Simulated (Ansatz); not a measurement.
# LaAgSO: the cost of one run

All numbers below are computed with Ansatz 0.2.0 (DFT PBE+D3(BJ), plane waves, PAW, scalar-relativistic, no spin polarisation).

### 1 The structure to begin with

The cell holds 32 atoms (Ag8La8O8S8): a = 8.215 Å, b = 8.215 Å, c = 9.154 Å, α = 90.00°, β = 90.00°, γ = 90.00°.

Its coordinates follow in the input file.

### 2 Run 1

400 steps of 1 fs under a Nosé-Hoover thermostat at 700 K.

input.yaml reads:

```yaml
crystal:
  lattice:
    - [8.21534, 0.0, 0.0]
    - [0.0, 8.21534, 0.0]
    - [0.0, 0.0, 9.15363]
  atoms:
    - { symbol: La, position: [0.25, 0.0, 0.13612] }
    - { symbol: La, position: [0.0, 0.25, 0.86388] }
    - { symbol: Ag, position: [0.0, 0.0, 0.5] }
    - { symbol: Ag, position: [0.25, 0.25, 0.5] }
    - { symbol: S, position: [0.25, 0.0, 0.69432] }
    - { symbol: S, position: [0.0, 0.25, 0.30568] }
    - { symbol: O, position: [0.0, 0.0, 0.0] }
    - { symbol: O, position: [0.25, 0.25, 0.0] }
    - { symbol: La, position: [0.25, 0.5, 0.13612] }
    - { symbol: La, position: [0.0, 0.75, 0.86388] }
    - { symbol: Ag, position: [0.0, 0.5, 0.5] }
    - { symbol: Ag, position: [0.25, 0.75, 0.5] }
    - { symbol: S, position: [0.25, 0.5, 0.69432] }
    - { symbol: S, position: [0.0, 0.75, 0.30568] }
    - { symbol: O, position: [0.0, 0.5, 0.0] }
    - { symbol: O, position: [0.25, 0.75, 0.0] }
    - { symbol: La, position: [0.75, 0.0, 0.13612] }
    - { symbol: La, position: [0.5, 0.25, 0.86388] }
    - { symbol: Ag, position: [0.5, 0.0, 0.5] }
    - { symbol: Ag, position: [0.75, 0.25, 0.5] }
    - { symbol: S, position: [0.75, 0.0, 0.69432] }
    - { symbol: S, position: [0.5, 0.25, 0.30568] }
    - { symbol: O, position: [0.5, 0.0, 0.0] }
    - { symbol: O, position: [0.75, 0.25, 0.0] }
    - { symbol: La, position: [0.75, 0.5, 0.13612] }
    - { symbol: La, position: [0.5, 0.75, 0.86388] }
    - { symbol: Ag, position: [0.5, 0.5, 0.5] }
    - { symbol: Ag, position: [0.75, 0.75, 0.5] }
    - { symbol: S, position: [0.75, 0.5, 0.69432] }
    - { symbol: S, position: [0.5, 0.75, 0.30568] }
    - { symbol: O, position: [0.5, 0.5, 0.0] }
    - { symbol: O, position: [0.75, 0.75, 0.0] }
basis:
  ecutwfc: 420.0
kpoints:
  mp_grid: { grid: [2, 2, 1] }
hamiltonian:
  xc: pbe
  dispersion: d3bj
scf:
  occupations: { method: fermi_dirac, width: 0.05 }
  lower_state_search: "off"
md:
  timestep: 1
  n_steps: 400
  ensemble: nvt_nose_hoover
  temperature: 700.0
  initial_velocities: maxwell_boltzmann
  seed: 276400
  nose_hoover: { tau: 100.0, chain_length: 1 }
```

The run is started by

```
ansatz run input.yaml --threads 4 --pin off --max-ram 10240MiB --backend cpu --events-out ev --progress --plain --runs-dir out
```

**Question.** How long does this run take on 4 threads of AMD EPYC 9R45 (Zen 5), shared host, and how much memory does it need?

About 14 min, with a peak of 2.8 GiB.
